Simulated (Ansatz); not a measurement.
# CaSi2Au2: further runs on the relaxed cell

An exercise on one series of results from a longer session: the logs are not shown, and one member is left open.

Program: Ansatz 0.2.0. Level of theory: DFT PBEsol, scalar-relativistic, plane waves, PAW. These are calculated values, not measurements.

## The starting structure

Symmetry: I4/mmm, No. 139, tetragonal system. The conventional cell has a = 4.301 Å, b = 4.301 Å, c = 10.006 Å, α = 90.00°, β = 90.00°, γ = 90.00°. Ca (site symmetry 4/mmm) is surrounded by 8 Si at 3.25 Å and 8 Au at 3.30 Å. Si (site symmetry 4mm) has 1 Si at 2.31 Å and 4 Au at 2.54 Å and 4 Ca at 3.25 Å in its first shell of neighbours. Au (site symmetry -4m2) has 4 Si at 2.54 Å in its first shell of neighbours.

As a file:

```cif
data_structure
_symmetry_space_group_name_H-M 'I4/mmm'
_symmetry_Int_Tables_number 139
_cell_length_a 4.3013
_cell_length_b 4.3013
_cell_length_c 10.0062
_cell_angle_alpha 90.000
_cell_angle_beta 90.000
_cell_angle_gamma 90.000
_cell_volume 185.13
loop_
_atom_site_label
_atom_site_type_symbol
_atom_site_symmetry_multiplicity
_atom_site_Wyckoff_symbol
_atom_site_fract_x
_atom_site_fract_y
_atom_site_fract_z
_atom_site_occupancy
Ca1 Ca 2 a 0.00000 0.00000 0.00000 1
Si1 Si 4 e 0.00000 0.00000 0.38464 1
Au1 Au 4 d 0.00000 0.50000 0.25000 1
```

It is the result of an earlier relaxation at this level (volume 18.51 Å³/atom; gap on the mesh: none (metal)).

The first run:

File input.yaml:

```yaml
crystal:
  lattice:
    - [-2.128940741, 2.128940741, 4.9525549481]
    - [2.128940741, -2.128940741, 4.9525549481]
    - [2.128940741, 2.128940741, -4.9525549481]
  atoms:
    - { symbol: Ca, position: [0.0, 0.0, 0.0] }
    - { symbol: Si, position: [0.3846425634, 0.3846425634, 0.0] }
    - { symbol: Si, position: [0.6153574366, 0.6153574366, 0.0] }
    - { symbol: Au, position: [0.75, 0.25, 0.5] }
    - { symbol: Au, position: [0.25, 0.75, 0.5] }
basis:
  ecutwfc: 420
kpoints:
  mp_grid: { grid: [12, 12, 12] }
hamiltonian:
  xc: pbesol
scf:
  occupations: { method: gaussian, width: 0.1 }
output:
  forces: true
  stress: true
  eigenvalues: true
relax:
  adjacent_minimum: "off"
  f_tol: 0.01
  max_steps: 30
  cell: { stress_tol: 0.1, fix: [volume] }
```

Started as:

```console
$ ansatz run input.yaml --threads 1 --pin off --max-ram 2560MiB --backend cpu --events-out ev --progress --plain --runs-dir out
```

Steps of the session up to this table: The cell scaled to 0.97 of its volume; The cell scaled to 1.03 of its volume; The cell scaled to 0.94 of its volume; Volume × 1.06; Point at V/V0 = 0.91; Volume × 1.10; Point at V/V0 = 0.88.

One table of the session follows, with a row left open; its other results are not shown here.

It belongs to the step «Equation of state». 

```
volume (Å³/atom)  energy above the lowest point (meV/atom)  pressure (GPa)
          16.291                                     112.2           18.37
          16.847                                         ?               ?
          17.402                                      24.5            7.56
          17.958                                       5.7            3.43
          18.513                                       0.0           -0.01
          19.068                                       5.2           -2.87
          19.624                                      19.5           -5.26
          20.364                                      50.0           -7.84
```

Q: Estimate the row for volume (Å³/atom) = 16.847 from the others.

Worked estimate for «energy above the lowest point (meV/atom)». A straight line through the neighbours (16.291, 112.2) and (17.402, 24.5) gives 112.2 + (24.5 − 112.2) × (16.847 − 16.291) / (17.402 − 16.291) = 68.3; a parabola fitted to 3 rows on both sides gives 60.0.

**Answer.** energy above the lowest point (meV/atom): 59.0; pressure (GPa): 12.49. In «energy above the lowest point (meV/atom)» the line misses by +9.3 and the parabola by +1.0.
